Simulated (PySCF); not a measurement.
# VOCl₃: structure of the singlet

Where does singlet VOCl₃ go from a tetrahedral start, is the end point a minimum, and what are its modes, charges and moments?

Computed with PySCF 2.14.0. Level: B3LYP, basis V def2-SVP, O def2-SVP, Cl def2-SVP, no relativity, density fitting.

## 1. Where the work starts

5 atoms, charge 0, spin multiplicity 1.

Bond lengths: V1–O2 1.690 Å, V1–Cl3 2.330 Å, V1–Cl4 2.330 Å, V1–Cl5 2.330 Å. Angles: O2–V1–Cl3 109.5°, O2–V1–Cl4 109.5°, O2–V1–Cl5 109.5°, Cl3–V1–Cl4 109.5°, Cl3–V1–Cl5 109.5°, Cl4–V1–Cl5 109.5°.

```xyz
5
charge 0 multiplicity 1
V     0.0000   -0.2587   -0.1830
O     0.0000   -1.6384   -1.1589
Cl    1.9024   -0.2588    1.1623
Cl   -1.9024   -0.2588    1.1623
Cl    0.0000    1.6439   -1.5279
```

## 2. Relaxation: tetrahedral start, singlet

The steps below are one call of a driver around PySCF. For each, scf.py gives the equivalent set-up of the SCF; relaxations use the driver's own optimiser. Before each start the driver seeks the lowest SCF state from one or more starting densities and follows internal instabilities, so scf.py alone need not reach the same state.

The program finds C3v symmetry in the start, which this walk keeps. Threshold on the gradient: 0.0003 Eh/bohr, with a further test on the energy change.

scf.py

```python
from pyscf import gto, scf, dft
mol = gto.M(atom='''
V     -0.000000    -0.258663    -0.182952
O     -0.000000    -1.638440    -1.158866
Cl     1.902420    -0.258834     1.162262
Cl    -1.902420    -0.258834     1.162262
Cl    -0.000000     1.643929    -1.527923''',
    basis={'V': 'def2-SVP', 'O': 'def2-SVP', 'Cl': 'def2-SVP'},
    charge=0, spin=0)
mf = dft.RKS(mol, xc='B3LYP')
mf.grids.atom_grid = (50, 194)
aux = {'V': 'def2-universal-JKFIT', 'O': 'def2-universal-JKFIT', 'Cl': 'def2-universal-JKFIT'}
mf = mf.density_fit(auxbasis=aux)
mf.kernel()
```

Steps of the walk:

```tsv
step	energy (Eh)	change (kJ/mol)	largest symmetric gradient (Eh/bohr)
0	-2399.418758	0.00	0.10282
1	-2399.457019	-100.46	0.02451
2	-2399.465686	-123.21	0.02920
3	-2399.466501	-125.35	0.00516
4	-2399.466534	-125.44	0.00034
5	-2399.466535	-125.44	0.00010
```

The walk took 9.3 s on 4 threads, shared host.

Positions (Å) and forces (eV/Å) along the way:

```
step 0
V    0.000  -0.259  -0.183   0.000  -3.245  -2.323
O    0.000  -1.638  -1.159   0.000   5.277   3.754
Cl   1.902  -0.259   1.162  -1.886  -0.049  -1.361
Cl  -1.902  -0.259   1.162   1.886  -0.049  -1.361
Cl   0.000   1.644  -1.528   0.000  -1.935   1.292
step 1
V    0.000  -0.269  -0.190   0.000   0.784   0.546
O    0.000  -1.534  -1.085   0.000   0.647   0.461
Cl   1.835  -0.268   1.108  -1.178  -0.084  -0.888
Cl  -1.835  -0.268   1.108   1.178  -0.084  -0.888
Cl   0.000   1.568  -1.487   0.000  -1.262   0.769
step 3
V    0.000  -0.221  -0.156   0.000  -0.266  -0.188
O    0.000  -1.483  -1.049   0.000   0.190   0.136
Cl   1.767  -0.278   1.053   0.042   0.011   0.038
Cl  -1.767  -0.278   1.053  -0.042   0.011   0.038
Cl   0.000   1.489  -1.445   0.000   0.054  -0.024
step 5
V    0.000  -0.225  -0.159   0.000   0.002   0.002
O    0.000  -1.484  -1.050   0.000  -0.006  -0.003
Cl   1.768  -0.276   1.055  -0.001   0.001   0.001
Cl  -1.768  -0.276   1.055   0.001   0.001   0.001
Cl   0.000   1.492  -1.445   0.000   0.002  -0.001
```

End point (C3v, 5 steps, 125.4 kJ/mol gained): V–Cl 2.145 Å (×3), V–O 1.542 Å; Cl–V–Cl 111.0° (×3), Cl–V–O 107.9° (×3).

## 3. Frequencies

The point is checked on the finer grid, and tightened if its gradient asks for it. The Hessian and the dipole derivatives come from central differences of analytic gradients, with steps of 0.01 bohr.

scf.py: that of step 2 with these lines changed.

```diff
@@ -3,5 +3,5 @@
-V     -0.000000    -0.258663    -0.182952
-O     -0.000000    -1.638440    -1.158866
-Cl     1.902420    -0.258834     1.162262
-Cl    -1.902420    -0.258834     1.162262
-Cl    -0.000000     1.643929    -1.527923''',
+V      0.000000    -0.212125    -0.150036
+O      0.000000    -1.470724    -1.040240
+Cl     1.767585    -0.262063     1.064627
+Cl    -1.767585    -0.262063     1.064627
+Cl    -0.000000     1.505841    -1.434889''',
@@ -11 +11 @@
-mf.grids.atom_grid = (50, 194)
+mf.grids.atom_grid = (75, 302)
```

This SCF starts from the last density.

Log of the central SCF (cycles and frontier levels):

```text
init E= -2399.46658879185
  HOMO = -0.339076926082774  LUMO = -0.169906685676672  gap/eV = 4.60336
cycle= 1 E= -2399.46658877356  delta_E= 1.83e-08  |g|= 0.000283  |ddm|= 0.000268
  HOMO = -0.33908893236558  LUMO = -0.169807147456054  gap/eV = 4.60639
cycle= 2 E= -2399.46658837056  delta_E= 4.03e-07  |g|= 0.0014  |ddm|= 0.00106
  HOMO = -0.339085254534572  LUMO = -0.169886554933643  gap/eV = 4.60413
cycle= 3 E= -2399.46658877625  delta_E= -4.06e-07  |g|= 0.000292  |ddm|= 0.000833
  HOMO = -0.339080456890522  LUMO = -0.169888703232652  gap/eV = 4.60394
cycle= 4 E= -2399.46658879327  delta_E= -1.7e-08  |g|= 3.19e-06  |ddm|= 0.000183
  HOMO = -0.339080445290144  LUMO = -0.169888642031423  gap/eV = 4.60394
cycle= 5 E= -2399.46658879328  delta_E= -1e-11  |g|= 5.71e-07  |ddm|= 4.49e-06
  HOMO = -0.339080440017407  LUMO = -0.169888598464923  gap/eV = 4.60394
Extra cycle  E= -2399.46658879326  delta_E= 1.36e-11  |g|= 1.12e-06  |ddm|= 1.85e-06
converged SCF energy = -2399.46658879326
```

The whole step took 26 s.

Geometry: C3v; V–Cl 2.145 Å (×3), V–O 1.542 Å; Cl–V–Cl 111.0° (×3), Cl–V–O 107.9° (×3).

Modes, for the most abundant isotopes:

```csv
symmetry,ω (cm⁻¹),IR (km/mol),μ (u),type
e,131,0.3,35.04,bend
a1,169,0.6,33.77,bend
e,268,0.0,19.40,bend
a1,404,8.3,34.63,stretch
e,506,219,41.30,mixed
a1,1164,134,19.32,stretch
```

Every mode is real; the point is a minimum.

Properties at this point:

| Property | Result |
| --- | --- |
| Dipole moment | 0.56 D |
| Highest occupied level | -9.23 eV |
| Lowest empty level | -4.62 eV |
| Rotational constants | 0.05799, 0.05799, 0.03857 cm⁻¹ |
| Zero-point energy | 21.2 kJ/mol |
| Principal polarisabilities | 47.0, 69.7, 69.7 bohr³ |
| Atomisation energy without zero-point energy | 1738 kJ/mol |
| Principal traceless quadrupole moments about the centre of mass | -1.70, 0.85, 0.85 D Å |
| Entropy at 298.15 K and 1 bar | 342.7 J/(mol K) |
| Heat capacity Cp at 298.15 K | 89.1 J/(mol K) |
| Enthalpy at 298.15 K above 0 K | 19.51 kJ/mol |
| Rotational symmetry number | 3 |

Populations by atom (charges in e):

```csv
atom,Mulliken,Löwdin,polar tensor,Mayer order to V1
V1,0.64,-0.20,1.76,–
O2,-0.26,-0.02,-0.52,2.26
"Cl3,4,5",-0.13,0.08,-0.42,1.29
```

Mulliken populations on V1: s 6.26, p 12.72, d 3.35, f 0.03.

## 4. Would spin polarisation lower it?

At the lowest minimum the closed shell is tested against spin polarisation, on the (50, 194) grid. It is stable.

## 5. Results

```
                                 quantity                                                                    value
                                  minimum                                                             singlet, C3v
                                 geometry  V–Cl 2.145 Å (×3), V–O 1.542 Å; Cl–V–Cl 111.0° (×3), Cl–V–O 107.9° (×3)
                       wavenumbers (cm⁻¹)                 131 (e), 169 (a1), 268 (e), 404 (a1), 506 (e), 1164 (a1)
                            dipole moment                                                                   0.56 D
     highest occupied, lowest empty level                                                          -9.23, -4.62 eV
                polar-tensor charge of V1                                                                  +1.76 e
                        zero-point energy                                                              21.2 kJ/mol
                      entropy at 298.15 K                                                          342.7 J/(mol K)
atomisation energy (no zero-point energy)                                                              1738 kJ/mol
```

**Reading.** The tetrahedral start keeps its C3v symmetry and ends in a minimum. The strongest infrared band lies at 506 cm⁻¹ (e, mixed). Only this shape and spin were tried, so other structures or states may lie lower.

The search up to here took 44 s.
